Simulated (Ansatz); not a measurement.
# CH₆O₂Sn: one species, many methods

An exercise on one series of results from a longer session: the logs are not shown, and one member is left open.

The runs use Ansatz 0.2.0, Gaussian basis; functionals in def2-TZVPP, the program's frozen cores in correlated methods.

Plan: PBE-D4, r2SCAN-D4, PBE0-D4, B3LYP-D4, ωB97X-V, ωB97M-V, B2PLYP; CCSD(T)/def2-TZVPP; MP2/def2-QZVPP; extrapolation to the limit.

## The geometry

The geometry comes from an earlier relaxation with PBE0-D4 in a triple-zeta def2 set; it is a stationary point, not always the lowest conformer. Sn takes the def2 core potential; no spin-orbit term is included.

SMILES `OC[O][SnH3]`, 10 atoms, charge 0, spin multiplicity 1.

Atoms are counted from 1 here; the program's logs count them from 0.

Bond lengths: O1–C2 1.389 Å, O1–H5 0.962 Å, C2–O3 1.394 Å, C2–H6 1.099 Å, C2–H7 1.106 Å, O3–Sn4 1.973 Å, Sn4–H8 1.708 Å, Sn4–H9 1.696 Å, Sn4–H10 1.707 Å. Angles: C2–O1–H5 107.4°, O1–C2–O3 109.8°, O1–C2–H6 105.4°, O1–C2–H7 110.7°, O3–C2–H6 112.0°, O3–C2–H7 110.2°, H6–C2–H7 108.7°, C2–O3–Sn4 120.2°, O3–Sn4–H8 107.3°, O3–Sn4–H9 103.1°, O3–Sn4–H10 107.4°, H8–Sn4–H9 113.4°, H8–Sn4–H10 111.3°, H9–Sn4–H10 113.6°.

As a file:

```
O     0.0925    2.4103    0.2199
C     0.2107    1.0567    0.5090
O    -0.1072    0.3033   -0.6200
Sn   -0.0397   -1.6668   -0.5494
H    -0.7983    2.5564   -0.1135
H     1.2555    0.9142    0.8170
H    -0.4487    0.7778    1.3517
H    -1.1359   -2.1692    0.6603
H    -0.5077   -2.1249   -2.1143
H     1.5617   -2.1090   -0.1577
```

Set-up of the first run:

Input file in.yaml:

```yaml
crystal:
  periodic: [false, false, false]
  atoms:
    - {symbol: O, position_ang: [0.092504, 2.410282, 0.219929]}
    - {symbol: C, position_ang: [0.210696, 1.056743, 0.509043]}
    - {symbol: O, position_ang: [-0.107167, 0.303314, -0.620016]}
    - {symbol: Sn, position_ang: [-0.039666, -1.666846, -0.549410]}
    - {symbol: H, position_ang: [-0.798262, 2.556414, -0.113492]}
    - {symbol: H, position_ang: [1.255544, 0.914240, 0.817049]}
    - {symbol: H, position_ang: [-0.448651, 0.777807, 1.351667]}
    - {symbol: H, position_ang: [-1.135901, -2.169164, 0.660293]}
    - {symbol: H, position_ang: [-0.507694, -2.124853, -2.114328]}
    - {symbol: H, position_ang: [1.561698, -2.109036, -0.157734]}
basis:
  gaussian: {orbitals: def2-TZVPP}
hamiltonian: {xc: pbe, dispersion: d4}
output: {forces: true, orbitals: {seedname: orbitals}}
```

The run is started by

```sh
ansatz run in.yaml --threads 4 --pin off --events-out ev --progress --plain --max-ram 10444MiB
```

Among the steps run: PBE-D4 (GGA); r2SCAN-D4 (meta-GGA); PBE0-D4 (hybrid); B3LYP-D4 (hybrid); ωB97X-V (range-separated); ωB97M-V (range-separated); B2PLYP (double hybrid); CCSD(T) in def2-TZVPP; MP2 in def2-QZVPP.

One table of the session follows, with a row left open; its other results are not shown here.

| method | atomisation energy (kcal/mol) |
| --- | --- |
| PBE-D4 | 779.9 |
| r2SCAN-D4 | 768.0 |
| PBE0-D4 | 761.2 |
| B3LYP-D4 | 765.0 |
| ωB97X-V | 773.1 |
| ωB97M-V | 769.4 |
| B2PLYP | 757.2 |
| HF/def2-TZVPP | 523.9 |
| MP2/def2-TZVPP | 757.7 |
| CCSD/def2-TZVPP | 739.1 |
| CCSD(T)/def2-TZVPP | 751.8 |
| MP2/CBS | ? |
| CCSD(T)/CBS | 774.4 |

**Question.** Estimate the row for MP2/CBS.

The run gave: atomisation energy (kcal/mol): 780.2. In the column «atomisation energy (kcal/mol)» it is the highest.
